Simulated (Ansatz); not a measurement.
# CH₆BClOSi: basis-set convergence

Aim: see how fast density functionals converge with the basis set for CH₆BClOSi.

The runs use Ansatz 0.2.0, Gaussian basis; one geometry, several basis sets.

Levels to be run: PBE0-D4/def2-SVP; ωB97M-V/def2-SVP; PBE0-D4/def2-QZVPP; ωB97M-V/def2-QZVPP; the functionals' def2-TZVPP values are taken from earlier runs.

### Step 1. Structure used throughout

The geometry comes from an earlier relaxation with PBE0-D4 in a triple-zeta def2 set; it is a stationary point, not always the lowest conformer.

SMILES `OB(Cl)C[SiH3]`, 11 atoms, charge 0, spin multiplicity 1.

Atoms are counted from 1 here; the program's logs count them from 0.

Bond lengths: O1–B2 1.349 Å, O1–H6 0.962 Å, B2–Cl3 1.784 Å, B2–C4 1.548 Å, C4–Si5 1.884 Å, C4–H7 1.093 Å, C4–H8 1.094 Å, Si5–H9 1.487 Å, Si5–H10 1.486 Å, Si5–H11 1.487 Å. Angles: B2–O1–H6 113.5°, O1–B2–Cl3 118.6°, O1–B2–C4 121.0°, Cl3–B2–C4 120.4°, B2–C4–Si5 112.0°, B2–C4–H7 111.4°, B2–C4–H8 110.5°, Si5–C4–H7 106.4°, Si5–C4–H8 107.2°, H7–C4–H8 109.1°, C4–Si5–H9 110.3°, C4–Si5–H10 110.4°, C4–Si5–H11 109.8°, H9–Si5–H10 108.8°, H9–Si5–H11 108.7°, H10–Si5–H11 108.8°.

As a file:

```xyz
11

O    -0.1487    0.5357    2.1494
B     0.5597   -0.0171    1.1428
Cl    2.3241    0.2425    1.0973
C    -0.1428   -0.8215    0.0217
Si   -0.4984    0.2419   -1.4920
H     0.3896    1.0406    2.7658
H     0.4782   -1.6526   -0.3231
H    -1.1019   -1.2126    0.3739
H    -1.3529    1.3999   -1.1195
H     0.7685    0.7514   -2.0775
H    -1.2100   -0.5652   -2.5182
```

### Step 2. PBE0-D4 in def2-SVP

Input file in.yaml:

```yaml
crystal:
  periodic: [false, false, false]
  atoms:
    - {symbol: O, position_ang: [-0.148704, 0.535665, 2.149413]}
    - {symbol: B, position_ang: [0.559651, -0.017139, 1.142817]}
    - {symbol: Cl, position_ang: [2.324145, 0.242544, 1.097268]}
    - {symbol: C, position_ang: [-0.142779, -0.821471, 0.021735]}
    - {symbol: Si, position_ang: [-0.498404, 0.241932, -1.491960]}
    - {symbol: H, position_ang: [0.389558, 1.040584, 2.765825]}
    - {symbol: H, position_ang: [0.478244, -1.652556, -0.323058]}
    - {symbol: H, position_ang: [-1.101876, -1.212633, 0.373851]}
    - {symbol: H, position_ang: [-1.352861, 1.399928, -1.119453]}
    - {symbol: H, position_ang: [0.768497, 0.751428, -2.077484]}
    - {symbol: H, position_ang: [-1.209970, -0.565182, -2.518154]}
basis:
  gaussian: {orbitals: def2-SVP}
hamiltonian: {xc: pbe0, dispersion: d4}
output: {orbitals: {seedname: orbitals}}
```

After this run come: ωB97M-V in def2-SVP; PBE0-D4 in def2-QZVPP; ωB97M-V in def2-QZVPP.

Q: Predict the results of all the runs planned. Wanted: PBE0-D4: double and triple zeta above quadruple; ωB97M-V: double and triple zeta above quadruple.

**Answer**, as computed:

| quantity | value |
| --- | --- |
| PBE0-D4: double and triple zeta above quadruple | 12.26, 0.85 eV |
| ωB97M-V: double and triple zeta above quadruple | 12.34, 0.80 eV |

**Reading.** For PBE0-D4 the step from double to triple zeta gains 11.41 eV and the next only 0.85 eV. These are total energies; as a rule much of such shifts cancels in differences, which this series doesn't test. The LUMO of ωB97M-V is positive and keeps falling with the basis (2.22 to 1.25 eV): an unbound level that the basis holds in place.
